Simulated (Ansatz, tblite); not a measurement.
**C₂₄H₁₄Se₆: a ladder of methods and basis sets**

An exercise on one series of results from a longer session: the logs are not shown, and one member is left open.

Computed with Ansatz 0.2.0, Gaussian basis. Level: as each input shows.

The runs, in order: GFN1-xTB, GFN2-xTB, PBE-D4/def2-SVP, r2SCAN-D4/def2-SVP, r2SCANh-D4/def2-SVP, r2SCAN0-D4/def2-SVP, LDA/def2-SVP, PBE0-D4/def2-TZVP, PBE-D4/def2-TZVP, HF/6-31G, B3LYP-D4/6-31G, RPA/def2-SVP.

1 further run of the same task is left out (it didn't finish).

### The structure

The singlet was relaxed beforehand with r2SCAN-D4/def2-SVP.

SMILES `c1c[se]c(-c2ccc(-c3ccc(-c4ccc(-c5ccc(-c6ccc[se]6)[se]5)[se]4)[se]3)[se]2)c1`, 44 atoms, charge 0, spin multiplicity 1.

Bond lengths: C1–C2 1.374 Å, C1–C30 1.420 Å, C1–H31 1.093 Å, C2–Se3 1.859 Å, C2–H32 1.090 Å, Se3–C4 1.885 Å, C4–C5 1.440 Å, C4–C30 1.388 Å, C5–C6 1.389 Å, C5–Se29 1.885 Å, C6–C7 1.410 Å, C6–H33 1.092 Å, C7–C8 1.390 Å, C7–H34 1.094 Å, C8–C9 1.430 Å, C8–Se29 1.890 Å, C9–C10 1.390 Å, C9–Se28 1.891 Å and more. Angles: C2–C1–C30 115.1°, C2–C1–H31 122.2°, C30–C1–H31 122.7°, C1–C2–Se3 111.4°, C1–C2–H32 128.0°, Se3–C2–H32 120.6°, C2–Se3–C4 88.1°, Se3–C4–C5 122.6°, Se3–C4–C30 109.8°, C5–C4–C30 127.6°, C4–C5–C6 127.5°, C4–C5–Se29 122.6°, C6–C5–Se29 109.9°, C5–C6–C7 116.0°, C5–C6–H33 121.7°, C7–C6–H33 122.3°, C6–C7–C8 116.2°, C6–C7–H34 122.3° and more.

PBE0-D4/def2-SVP was run before; its log isn't repeated, and its numbers join the tables.

The first run:

Tight binding, by tblite at 300 K electronic temperature and without a spin-polarisation term:

```python
tblite.interface.Calculator('GFN1-xTB', numbers, positions, charge=0, uhf=0).singlepoint()
```

Tight binding, by tblite at 300 K electronic temperature and without a spin-polarisation term:

```python
tblite.interface.Calculator('GFN2-xTB', numbers, positions, charge=0, uhf=0).singlepoint()
```

start.molden holds the orbitals of an earlier run on this state, given as this run's starting guess.

in.yaml

```yaml
crystal:
  periodic: [false, false, false]
  atoms:
    - {symbol: C, position_ang: [11.111375, 0.183852, -0.345666]}
    - {symbol: C, position_ang: [11.170338, -0.673752, 0.725976]}
    - {symbol: Se, position_ang: [9.470784, -1.136106, 1.319974]}
    - {symbol: C, position_ang: [8.765386, -0.040572, -0.042624]}
    - {symbol: C, position_ang: [7.350488, 0.132218, -0.244892]}
    - {symbol: C, position_ang: [6.722064, 0.907026, -1.211323]}
    - {symbol: C, position_ang: [5.312140, 0.900329, -1.188158]}
    - {symbol: C, position_ang: [4.719377, 0.120373, -0.202462]}
    - {symbol: C, position_ang: [3.330428, -0.084042, 0.068836]}
    - {symbol: C, position_ang: [2.738741, -0.864501, 1.055097]}
    - {symbol: C, position_ang: [1.329805, -0.870579, 1.078102]}
    - {symbol: C, position_ang: [0.699270, -0.095310, 0.111785]}
    - {symbol: C, position_ang: [-0.699321, 0.095807, -0.112694]}
    - {symbol: C, position_ang: [-1.330009, 0.872800, -1.077533]}
    - {symbol: C, position_ang: [-2.738958, 0.866241, -1.054635]}
    - {symbol: C, position_ang: [-3.330460, 0.083692, -0.069920]}
    - {symbol: C, position_ang: [-4.719351, -0.121077, 0.201399]}
    - {symbol: C, position_ang: [-5.311863, -0.900107, 1.187985]}
    - {symbol: C, position_ang: [-6.721776, -0.906802, 1.211490]}
    - {symbol: C, position_ang: [-7.350442, -0.133094, 0.244334]}
    - {symbol: C, position_ang: [-8.765396, 0.039737, 0.042517]}
    - {symbol: C, position_ang: [-9.800524, -0.535081, 0.766403]}
    - {symbol: C, position_ang: [-11.111303, -0.185935, 0.345296]}
    - {symbol: C, position_ang: [-11.170564, 0.675119, -0.723558]}
    - {symbol: Se, position_ang: [-9.471175, 1.139605, -1.316359]}
    - {symbol: Se, position_ang: [-6.059845, 0.713934, -0.837259]}
    - {symbol: Se, position_ang: [-1.994222, -0.758900, 0.968636]}
    - {symbol: Se, position_ang: [1.994349, 0.756330, -0.971757]}
    - {symbol: Se, position_ang: [6.059602, -0.716579, 0.834984]}
    - {symbol: C, position_ang: [9.800723, 0.531819, -0.768136]}
    - {symbol: H, position_ang: [12.010772, 0.568158, -0.834609]}
    - {symbol: H, position_ang: [12.057063, -1.073793, 1.217727]}
    - {symbol: H, position_ang: [7.291137, 1.484787, -1.943199]}
    - {symbol: H, position_ang: [4.713386, 1.473919, -1.902251]}
    - {symbol: H, position_ang: [3.336260, -1.438511, 1.769412]}
    - {symbol: H, position_ang: [0.760627, -1.449430, 1.811403]}
    - {symbol: H, position_ang: [-0.761010, 1.453718, -1.809338]}
    - {symbol: H, position_ang: [-3.336652, 1.441905, -1.767476]}
    - {symbol: H, position_ang: [-4.712938, -1.472534, 1.902867]}
    - {symbol: H, position_ang: [-7.290686, -1.483311, 1.944475]}
    - {symbol: H, position_ang: [-9.611213, -1.211192, 1.603396]}
    - {symbol: H, position_ang: [-12.010593, -0.571986, 0.833079]}
    - {symbol: H, position_ang: [-12.057420, 1.076753, -1.213764]}
    - {symbol: H, position_ang: [9.611677, 1.205041, -1.607518]}
basis:
  gaussian: {orbitals: def2-SVP, fitting: {mean_field: def2-universal-jkfit}, initial_orbitals: start.molden}
hamiltonian: {xc: pbe, dispersion: d4}
scf: {omitted_lower_state_checks: [starts]}
output: {orbitals: {seedname: orbitals}}
```

Run with:

```
$ ansatz run in.yaml --threads 2 --pin off --events-out ev --progress --plain --max-ram 22528MiB --backend cuda --devices 0, --max-vram 18GiB
```

Among the steps run: PBE-D4/def2-SVP; r2SCAN-D4/def2-SVP; r2SCANh-D4/def2-SVP; r2SCAN0-D4/def2-SVP; LDA/def2-SVP; PBE0-D4/def2-TZVP; PBE-D4/def2-TZVP; HF/6-31G; B3LYP-D4/6-31G; RPA/def2-SVP.

One table of the session follows, with a row left open; its other results are not shown here.

It belongs to the step «Binding energy». 

```
              level  binding an atom (eV)
           HF/6-31G                 3.267
       LDA/def2-SVP                 6.002
    PBE-D4/def2-SVP                 5.343
   PBE-D4/def2-TZVP                 5.266
 r2SCAN-D4/def2-SVP                 5.132
r2SCANh-D4/def2-SVP                     ?
     B3LYP-D4/6-31G                 4.882
   PBE0-D4/def2-SVP                 5.195
  PBE0-D4/def2-TZVP                 5.119
r2SCAN0-D4/def2-SVP                 5.022
```

Estimate the missing values for r2SCANh-D4/def2-SVP.

Worked estimate for «binding an atom (eV)». Against the share of exact exchange, r2SCAN-D4/def2-SVP (0, 5.132), r2SCAN0-D4/def2-SVP (0.25, 5.022) give a slope of -0.440 per unit share; at 0.1 the line stands at 5.088.

The run gave: binding an atom (eV): 5.087. In «binding an atom (eV)» the line misses by +0.001.

Caveats from the session: Free atoms were run apart at each level; binding is atoms less cluster, divided by the number of atoms, without zero-point or spin-orbit terms.
